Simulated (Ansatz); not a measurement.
**C8H15NO2Zr: how energies converge with the basis set**

How large a basis does C8H15NO2Zr need? Two functionals are run in growing sets.

Method: one geometry, several basis sets; program: Ansatz 0.2.0, Gaussian basis.

The runs, in order: PBE0-D4/def2-SVP; ωB97M-V/def2-SVP; PBE0-D4/def2-QZVPP; ωB97M-V/def2-QZVPP; the functionals' def2-TZVPP values are taken from earlier runs.

### Step 1. The geometry

An earlier PBE0-D4 in a triple-zeta def2 set relaxation fixed the geometry. Zr takes the def2 core potential; no spin-orbit term is included.

SMILES `C[O][Zr]1234([OH])([N](C)C)[C@H]5[C@@H]1[C@@H]2[C@@H]3[C@H]54`, 27 atoms, charge 0, spin multiplicity 1.

Atoms are counted from 1 here; the program's logs count them from 0.

Bond lengths: C1–O2 1.384 Å, C1–H13 1.099 Å, C1–H14 1.097 Å, C1–H15 1.097 Å, O2–Zr3 1.936 Å, Zr3–O4 1.955 Å, Zr3–N5 2.047 Å, Zr3–C8 2.537 Å, Zr3–C9 2.528 Å, Zr3–C10 2.536 Å, Zr3–C11 2.573 Å, Zr3–C12 2.574 Å, O4–H16 0.953 Å, N5–C6 1.438 Å, N5–C7 1.437 Å, C6–H17 1.100 Å, C6–H18 1.094 Å, C6–H19 1.103 Å and more. Angles: O2–C1–H13 111.5°, O2–C1–H14 111.0°, O2–C1–H15 110.5°, H13–C1–H14 108.0°, H13–C1–H15 107.9°, H14–C1–H15 107.8°, C1–O2–Zr3 157.4°, O2–Zr3–O4 110.7°, O2–Zr3–N5 103.1°, O2–Zr3–C8 139.1°, O2–Zr3–C9 119.9°, O2–Zr3–C10 89.5°, O2–Zr3–C11 86.7°, O2–Zr3–C12 114.1°, O4–Zr3–N5 103.7°, O4–Zr3–C8 93.3°, O4–Zr3–C9 124.5°, O4–Zr3–C10 140.2° and more.

### Step 2. PBE0-D4 in def2-SVP

The input, in.yaml:

```yaml
crystal:
  periodic: [false, false, false]
  atoms:
    - {symbol: C, position_ang: [-0.027907, -1.559806, -2.946215]}
    - {symbol: O, position_ang: [-0.499056, -0.969842, -1.786835]}
    - {symbol: Zr, position_ang: [-0.527063, -0.484880, 0.086878]}
    - {symbol: O, position_ang: [-2.071609, -1.279590, 0.984256]}
    - {symbol: N, position_ang: [-0.967243, 1.513728, 0.042359]}
    - {symbol: C, position_ang: [-1.504649, 2.190492, 1.192262]}
    - {symbol: C, position_ang: [-0.481977, 2.425021, -0.957863]}
    - {symbol: C, position_ang: [0.949094, -0.677421, 2.141175]}
    - {symbol: C, position_ang: [1.616862, 0.185898, 1.247274]}
    - {symbol: C, position_ang: [2.007552, -0.572297, 0.124276]}
    - {symbol: C, position_ang: [1.601089, -1.910084, 0.335398]}
    - {symbol: C, position_ang: [0.949008, -1.974552, 1.578536]}
    - {symbol: H, position_ang: [1.021726, -1.867749, -2.842909]}
    - {symbol: H, position_ang: [-0.618267, -2.447604, -3.202430]}
    - {symbol: H, position_ang: [-0.091790, -0.859511, -3.787640]}
    - {symbol: H, position_ang: [-2.394298, -1.955042, 1.573845]}
    - {symbol: H, position_ang: [-2.344795, 2.845131, 0.915705]}
    - {symbol: H, position_ang: [-1.884738, 1.472014, 1.924598]}
    - {symbol: H, position_ang: [-0.753787, 2.822359, 1.696223]}
    - {symbol: H, position_ang: [-1.282002, 3.090458, -1.316110]}
    - {symbol: H, position_ang: [0.328137, 3.070782, -0.578691]}
    - {symbol: H, position_ang: [-0.098367, 1.880514, -1.824822]}
    - {symbol: H, position_ang: [0.515298, -0.397233, 3.090478]}
    - {symbol: H, position_ang: [1.780667, 1.243897, 1.388604]}
    - {symbol: H, position_ang: [2.524109, -0.196562, -0.747487]}
    - {symbol: H, position_ang: [1.746638, -2.732088, -0.350552]}
    - {symbol: H, position_ang: [0.507389, -2.856064, 2.019689]}
basis:
  gaussian: {orbitals: def2-SVP}
hamiltonian: {xc: pbe0, dispersion: d4}
output: {orbitals: {seedname: orbitals}}
```

Launch:

```console
$ ansatz run in.yaml --threads 11 --pin off --events-out ev --progress --plain --max-ram 110592MiB --backend cpu
```

Further steps of the session: ωB97M-V in def2-SVP; PBE0-D4 in def2-QZVPP; ωB97M-V in def2-QZVPP.

Q: Predict the results of all the runs planned. Wanted: PBE0-D4: double and triple zeta above quadruple; ωB97M-V: double and triple zeta above quadruple.

The runs gave:

| quantity | value |
| --- | --- |
| PBE0-D4: double and triple zeta above quadruple | 16.89, 0.86 eV |
| ωB97M-V: double and triple zeta above quadruple | 17.51, 0.82 eV |

**Reading.** For PBE0-D4 the step from double to triple zeta gains 16.03 eV and the next only 0.86 eV. These are total energies; as a rule much of such shifts cancels in differences, which this series doesn't test. The LUMO of ωB97M-V is positive and keeps falling with the basis (1.54 to 0.64 eV): an unbound level that the basis holds in place.
